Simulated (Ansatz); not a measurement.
# HfV2 (Fd-3m) in Ansatz: relaxation of cell and atoms with PBEsol

Aim: the relaxation of cell and atoms of HfV2 with PBEsol.

All numbers are computed with Ansatz 0.2.0; they aren't measurements. Logs are shortened: lines on timing, memory, paths and dates and some standing lists are left out, and cuts for length are marked.

## Step 1: The crystal as given

It takes space group Fd-3m (No. 227, cubic). Conventional cell: a = 7.412 Å, b = 7.412 Å, c = 7.412 Å, α = 90.00°, β = 90.00°, γ = 90.00°. Hf (site symmetry -43m) has 12 V at 3.07 Å and 4 Hf at 3.21 Å as nearest neighbours. V (site symmetry -3m) has 6 V at 2.62 Å as nearest neighbours.

## Step 2: Relaxation of cell and atoms, PBEsol, collinear spin, ferromagnetic start

File input.yaml:

```yaml
crystal:
  lattice:
    - [0.0, 3.706, 3.706]
    - [3.706, 0.0, 3.706]
    - [3.706, 3.706, 0.0]
  atoms:
    - { symbol: Hf, position: [0.75, 0.75, 0.75] }
    - { symbol: Hf, position: [0.5, 0.5, 0.5] }
    - { symbol: V, position: [0.125, 0.625, 0.125], spin: 2.0 }
    - { symbol: V, position: [0.125, 0.125, 0.625], spin: 2.0 }
    - { symbol: V, position: [0.625, 0.125, 0.125], spin: 2.0 }
    - { symbol: V, position: [0.125, 0.125, 0.125], spin: 2.0 }
hamiltonian:
  xc: pbesol
  pseudopotentials: { kind: paw }
magnetization:
  spin_polarized: true
kpoints:
  mp_grid: { grid: [6, 6, 6] }
scf:
  occupations: { method: fermi_dirac, width: 0.05 }
output:
  forces: true
  stress: true
  eigenvalues: true
relax:
  f_tol: 0.01
  max_steps: 40
  cell: { stress_tol: 0.05 }
```

Potentials or basis: Ansatz PAW.

Launch:

```
> ansatz run input.yaml --threads 2 --pin off --max-ram 5632MiB --backend cpu --events-out ev --progress --plain --runs-dir out
```

The program printed:

```text
Warning: RAYON_NUM_THREADS=2 ignored (pool sized by the plan → 2); use --threads N
Engine: ansatz 0.2.0, x86_64-unknown-linux-gnu
Pseudopotentials: kind: paw
Pseudopotential: Hf, paw, valence charge 26, recommended cutoff 420 eV (normal), Hf.paw.azcp
Pseudopotential: V, paw, valence charge 13, recommended cutoff 420 eV (normal), V.paw.azcp
Functional definition: PBEsol
  exchange = pbesol_x
  correlation = pbesol_c
Crystal: 6 atoms, lattice volume = 101.800 Å³
Basis set: ecut = 420 eV, 1989 PW (Γ), exchange–correlation on 72×72×72 points (8 copies of the dense FFT grid, shifted against one another)
Bands: 68, of which v1, the nominal top of the filled ones, is band 52 counted from 1 (51 counted from 0)
Symmetry: 48 space group operations
Space group: Fd-3m (ITA 227), of the structure as read, at distance tolerance 4.7e-5 Å
Magnetic group: BNS 227.128 (UNI 1630), of the structure as read, at distance tolerance 4.7e-5 Å
k-points: 16 of 216
Non-local potential: Hf, projectors of the file, l = 0: 3, l = 1: 2, l = 2: 2, l = 3: 3
Non-local potential: V, projectors of the file, l = 0: 3, l = 1: 2, l = 2: 3, l = 3: 1
PAW form: soft (Blöchl's): semilocal exchange-correlation on the pseudo side does not see the compensation charge
PAW frozen core: Hf, regenerated for the run's functional, and the local potential with it (the file was generated under x = pbe(κ = 0.804, μ = 0.2195149727645171), c = pbe(β = 0.06672455060314922))
PAW frozen core: V, regenerated for the run's functional, and the local potential with it (the file was generated under x = pbe(κ = 0.804, μ = 0.2195149727645171), c = pbe(β = 0.06672455060314922))
PAW one-centre angular grid: Hf, 590 points (default); XC on 64 Gauss nodes
PAW one-centre angular grid: V, 590 points (default); XC on 64 Gauss nodes
Initial density: superposition of atomic densities (chi_scale 0.1, normalization cell)
Starting moments: Σ|m| = 8 μB on 4 of 6 sites
Initial wavefunctions: pseudopotential atomic-orbital guess
Functional: x = pbesol(κ = 0.804, μ = 0.12345679012345678), c = pbesol(β = 0.046)
SCF iter   1: F=—  HF=-42736.836908 eV  |F-HF|=—  |Δ(HF+E_count)|=         —  Δρ=7.35e-2 (↑7.35e-2 ↓3.06e-2)  dr2=4.91e0  dr2_m=1.93e0  M=5.076 μB ∫|m|=5.669 μB  β_m=0.30  ethr=3.10e-3  ⟨swp⟩=3.8  Hψ=6191  notcnv=0
Mixer restart at iter 1: flushing history
preconditioner: auto → Kerker (q_TF=auto, 2.738 Å⁻¹)  [metal: Δε(μ)=0.032 eV  Ē_g=12.424 eV  σ=0.050 eV  W_gap=0.16  n_scr=26 (ndim 8)  ℏωp=30.3 eV  f_vac=0.000  D(μ)=9.04/eV (n_scr^D=112)]
spin=Collinear: Kerker preconditioning applied to the charge; magnetization (m = ρ↑ − ρ↓) channel mixes plain (no charge-response kernel on spin).
SCF iter   2: F=—  HF=-42735.568221 eV  |F-HF|=—  |Δ(HF+E_count)|=    1.27e0  Δρ=4.65e-2 (↑4.65e-2 ↓2.91e-2)  dr2=2.68e0  dr2_m=1.03e0  M=4.951 μB ∫|m|=5.484 μB  β_m=0.58  ethr=3.10e-3  ⟨swp⟩=2.2  Hψ=3105  notcnv=0  defer=156
SCF iter   3: F=—  HF=-42736.277664 eV  |F-HF|=—  |Δ(HF+E_count)|=   7.09e-1  Δρ=2.07e-2 (↑1.49e-2 ↓2.07e-2)  dr2=1.23e0  dr2_m=2.25e-1  M=4.282 μB ∫|m|=4.656 μB  β_m=0.79  ethr=2.57e-3  ⟨swp⟩=2.0  Hψ=2981  notcnv=0  defer=155
SCF iter   4: F=—  HF=-42736.602919 eV  |F-HF|=—  |Δ(HF+E_count)|=   3.25e-1  Δρ=1.52e-2 (↑1.52e-2 ↓8.77e-3)  dr2=3.40e-1  dr2_m=7.00e-2  M=3.214 μB ∫|m|=3.476 μB  β_m=0.68  ethr=1.18e-3  ⟨swp⟩=2.8  Hψ=4486  notcnv=0  defer=163
SCF iter   5: F=—  HF=-42736.609886 eV  |F-HF|=—  |Δ(HF+E_count)|=   6.97e-3  Δρ=8.08e-3 (↑8.08e-3 ↓6.12e-3)  dr2=5.19e-2  dr2_m=3.83e-2  M=3.073 μB ∫|m|=3.228 μB  β_m=0.84  ethr=3.27e-4  ⟨swp⟩=2.2  Hψ=4171  notcnv=0  defer=150
[... 122 lines left out ...]
SCF 6 converged in 12 iterations: F = -42737.048876 eV  dr2 = 5.55e-11
relax step   6: F+E_penalty+E_count = -42737.04887572 eV  Δ(F+E_penalty+E_count) = +2.365e-3 eV  max|allowed force component| = 1.959e-17 eV/Å  Δτ_max = 0.0000 Å  P = -0.006 GPa  Ω = 94.133 Å³  stress off target by 5.55e-3 GPa  SCF on the basis re-selected at this cell (its energy is not comparable with the rows above)  (12 SCF iters)
basis re-selected at this cell: Δ(F+E_penalty+E_count) = +2.365e-3 eV, ΔP = -0.006 GPa vs the last step (what re-selecting the basis moved, of the pressure what is left beyond the Pulay correction that the steps carried, after the strain that the cell walked since its last selection, with what the two solves' SCF thresholds leave and, on support functions, any second-order correction that the steps lacked; it is no measure of the basis error at this ecutwfc). This SCF's stress stands 5.55e-3 GPa from its target on what of the cell is left free (relax.cell.stress_tol is 5.00e-2 GPa) and its largest allowed force component is 1.96e-17 eV/Å (relax.f_tol is 1.00e-2 eV/Å): within both
SCF converged after 12 iterations
Magnetization: -0.0000 μB (52.0000 up, 52.0000 down)
Absolute magnetization: 0.0000 μB (∫|ρ↑−ρ↓|, with the PAW one-centre terms)
Spin contamination: 0.0000 ħ² per cell (⟨S²⟩ above its minimum at these occupations)
Per-site moments (μB) at R_I (Å): [(-6.760099106394224e-8, 1.234899521445375), (-6.760099169081505e-8, 1.234899521445375), (-2.0886841228854074e-7, 1.0531258503974181), (-2.088684117121102e-7, 1.053125850397418), (-2.0886841145532068e-7, 1.0531258503974181), (-2.088684114958024e-7, 1.053125850397418)]
Free energy (F): -42737.048876 eV
Harris-Foulkes:  -42737.048876 eV  (|F-HF|=5.09e-11)
Internal energy: -42736.935703 eV  (E = F + TS)
E sigma→0 (E₀):  -42736.992289 eV
Entropy (-TS):   -0.113173 eV (-18.862 meV/atom)
Fermi energy:    18.476839 eV
--- Per-component energies (eV) ---
  E_band       = -409.175989
  E_kinetic    = 2201.569624
  E_local      = -13565.136368  (includes V_loc(G=0)·N_el)
  E_nonlocal   = -2649.090598
  E_hartree    = 6377.232224
  E_xc         = -1115.458545
  E_vxc        = -1194.118674  (∫ρ·V_xc dr)
  E_paw        = -17963.180591  (= ΣΔE_a)
  E_vpaw       = 2043.134541  (= ΣTr[D̂ρ^β])
  E_aug_tail   = 0.001055  (compensation charges beyond the density's cutoff)
  E_ewald      = -16025.973404
  E_core_change = 3.100900  (= ΣΔE_core)
  E_smearing   = -0.113173  (= −TS)
  E_closure    = -0.000000  (closes the sum)
  Σ components = -42737.048876   (vs F -42737.048876, Δ=0.00e0)
--- Forces (eV/Å), atoms counted from 1 ---
  atom   1  Hf     0.00000000     0.00000000     0.00000000
  atom   2  Hf    -0.00000000    -0.00000000    -0.00000000
  atom   3  V      0.00000000    -0.00000000     0.00000000
  atom   4  V      0.00000000    -0.00000000    -0.00000000
  atom   5  V      0.00000000    -0.00000000     0.00000000
  atom   6  V      0.00000000    -0.00000000    -0.00000000
  max |Σ_I F_I| component: 2.17e-18 eV/Å
--- Stress (GPa, compression-positive) ---
       -0.005550       0.000000       0.000000
        0.000000      -0.005550       0.000000
        0.000000       0.000000      -0.005550
  P = ⅓ Tr σ = -0.0056 GPa (-0.056 kbar)
--- Band table (eV; the first three rows and the last of 32) ---
  k-point 0 ↑: bands = ["-44.6885", "-44.4791", "-44.4791", "-44.4791", "-42.2821", "-42.2341", "-19.2894", "-18.8256", "-18.8256", "-18.8256", "-18.6776", "-18.6776", "-18.2789", "-18.2789", "-18.2789", "-18.1085", "-18.1085", "-18.1085", "-11.1074", "-11.1074", "-11.1074", "-10.8364", "-10.8364", "-10.8364", "7.7236", "7.7380", "7.7380", "7.7380", "7.7454", "7.7454", "7.7454", "7.7669", "7.7669", "7.7669", "7.7748", "7.7748", "7.7748", "7.7772", "11.7643", "15.1762", "16.1450", "16.1450", "16.1450", "17.0919", "17.0919", "17.0919", "17.7849", "17.7849", "18.1247", "18.1247", "18.9827", "18.9827", "18.9827", "20.1866", "20.1866", "20.1866", "20.5777", "20.5777", "20.7964", "20.7964", "20.7964", "21.2168", "22.2614", "22.2614", "22.2614", "22.8582", "22.8582", "22.8582"]
  k-point 1 ↑: bands = ["-44.6782", "-44.4896", "-44.4792", "-44.4792", "-42.2799", "-42.2365", "-19.2426", "-18.8101", "-18.8046", "-18.8046", "-18.6663", "-18.6663", "-18.3052", "-18.3052", "-18.2789", "-18.1757", "-18.1168", "-18.1168", "-11.1112", "-11.1112", "-11.1001", "-10.8471", "-10.8314", "-10.8314", "7.7254", "7.7370", "7.7370", "7.7377", "7.7459", "7.7489", "7.7489", "7.7638", "7.7638", "7.7661", "7.7747", "7.7747", "7.7749", "7.7756", "12.0928", "15.2994", "16.1645", "16.1645", "16.2333", "16.6726", "17.1636", "17.1636", "17.8574", "17.8574", "18.2505", "18.2505", "18.6320", "18.8201", "18.8201", "20.1418", "20.2205", "20.2205", "20.5207", "20.5340", "20.5340", "20.7650", "20.8779", "20.8779", "22.1264", "22.1264", "22.7541", "22.7541", "22.8581", "23.0215"]
  k-point 2 ↑: bands = ["-44.6531", "-44.5151", "-44.4792", "-44.4792", "-42.2745", "-42.2424", "-19.1427", "-18.7696", "-18.7696", "-18.7433", "-18.6136", "-18.6136", "-18.3854", "-18.3854", "-18.3523", "-18.2788", "-18.1290", "-18.1290", "-11.1184", "-11.1184", "-11.0967", "-10.8569", "-10.8219", "-10.8219", "7.7293", "7.7372", "7.7388", "7.7388", "7.7462", "7.7508", "7.7508", "7.7614", "7.7614", "7.7641", "7.7720", "7.7720", "7.7734", "7.7751", "12.9986", "15.2503", "15.8520", "16.2416", "16.2416", "16.5864", "17.4087", "17.4087", "17.9931", "17.9931", "18.1360", "18.2117", "18.2117", "18.6675", "18.6675", "19.2687", "20.3291", "20.3291", "20.4639", "20.4639", "20.5319", "20.7037", "20.9910", "20.9910", "21.5712", "21.5712", "22.8234", "22.8234", "22.8579", "23.0598"]
  k-point 15 ↓: bands = ["-44.5842", "-44.5842", "-44.4794", "-44.4794", "-42.2588", "-42.2588", "-18.8692", "-18.8692", "-18.6672", "-18.6672", "-18.5372", "-18.5372", "-18.5194", "-18.5194", "-18.3845", "-18.3845", "-18.1897", "-18.1897", "-11.1519", "-11.1519", "-10.9731", "-10.9731", "-10.7926", "-10.7926", "7.7361", "7.7361", "7.7438", "7.7438", "7.7463", "7.7463", "7.7552", "7.7552", "7.7623", "7.7623", "7.7676", "7.7676", "7.7725", "7.7725", "15.0732", "15.0732", "15.5129", "15.5129", "17.1445", "17.1445", "17.3487", "17.3487", "17.6719", "17.6719", "17.9532", "17.9532", "18.4434", "18.4434", "18.5221", "18.5221", "19.1783", "19.1783", "20.1628", "20.1628", "21.0615", "21.0615", "21.3739", "21.3739", "21.8851", "21.8851", "22.6478", "22.6478", "23.3594", "23.3594"]
--- Relaxed structure (5 steps of the walk, 5 accepted, 1 SCFs on fresh bases) ---
  F+E_penalty+E_count = -42737.04887572 eV   max|allowed force component| = 1.959e-17 eV/Å   (the final SCF, on the basis selected at the relaxed cell)
  cell:  # Å, volume = 94.1334 Å³
    - [-1.6337036580471485e-33, 3.610532995194492, 3.610532995194492]
    - [3.610532995194492, -2.0190411680348774e-33, 3.610532995194492]
    - [3.610532995194492, 3.610532995194492, -8.407363854277721e-34]
  atoms:
    - { symbol: Hf, position: [0.7499999999999999, 0.7499999999999999, 0.7499999999999999] }
    - { symbol: Hf, position: [0.49999999999999994, 0.49999999999999994, 0.49999999999999994] }
    - { symbol: V, position: [0.125, 0.6249999999999999, 0.125] }
    - { symbol: V, position: [0.12499999999999999, 0.12499999999999999, 0.6249999999999999] }
    - { symbol: V, position: [0.6249999999999999, 0.125, 0.125] }
    - { symbol: V, position: [0.12499999999999999, 0.12499999999999999, 0.12499999999999999] }
```

It took 36 s on 2 threads of Intel Xeon 6975P-C (Granite Rapids), shared host; peak memory 0.59 GiB.

What came out:

| Property | Result |
| --- | --- |
| Free energy | -42737.0489 eV |
| Relaxed volume | 15.69 Å³/atom |
| Relaxed cell | a = 5.106 Å, b = 5.106 Å, c = 5.106 Å, α = 60.00°, β = 60.00°, γ = 60.00° |
| Space group after relaxing (to 0.05 Å) | Fd-3m (No. 227) |
| Energy gained by relaxing | 44.1 meV/atom |
| Ionic steps | 6 |
| Pressure after relaxing | 0.0 GPa |
| Band gap on the k mesh | none (metal or under the smearing width) |
| Net moment | 0.00 μB per cell |
| Absolute moment | 0.00 μB per cell |

Step by step:
```tsv
step	energy change (eV)	largest force (eV/Å)	volume (Å³)
1	0.0000	0.0000	101.80
2	-0.1508	0.0000	89.52
3	-0.2654	0.0000	94.71
4	-0.2672	0.0000	94.17
5	-0.2672	0.0000	94.13
6	-0.2649	0.0000	94.13
```

Final structure:
```
Hf V
1.0
     0.00000    3.61053    3.61053
     3.61053    0.00000    3.61053
     3.61053    3.61053    0.00000
Hf V
2 4
Direct
  0.75000 0.75000 0.75000
  0.50000 0.50000 0.50000
  0.12500 0.62500 0.12500
  0.12500 0.12500 0.62500
  0.62500 0.12500 0.12500
  0.12500 0.12500 0.12500
```

Caveat: the plane-wave basis is chosen anew once the cell has moved, so the energies of steps on either side of that aren't comparable; the PAW data sets come from PBE, with cores solved anew for the run's functional, which leaves a small shift of forces and pressure; the starting moments weren't kept. The run has no spin-orbit coupling, so splittings on Hf are missing.
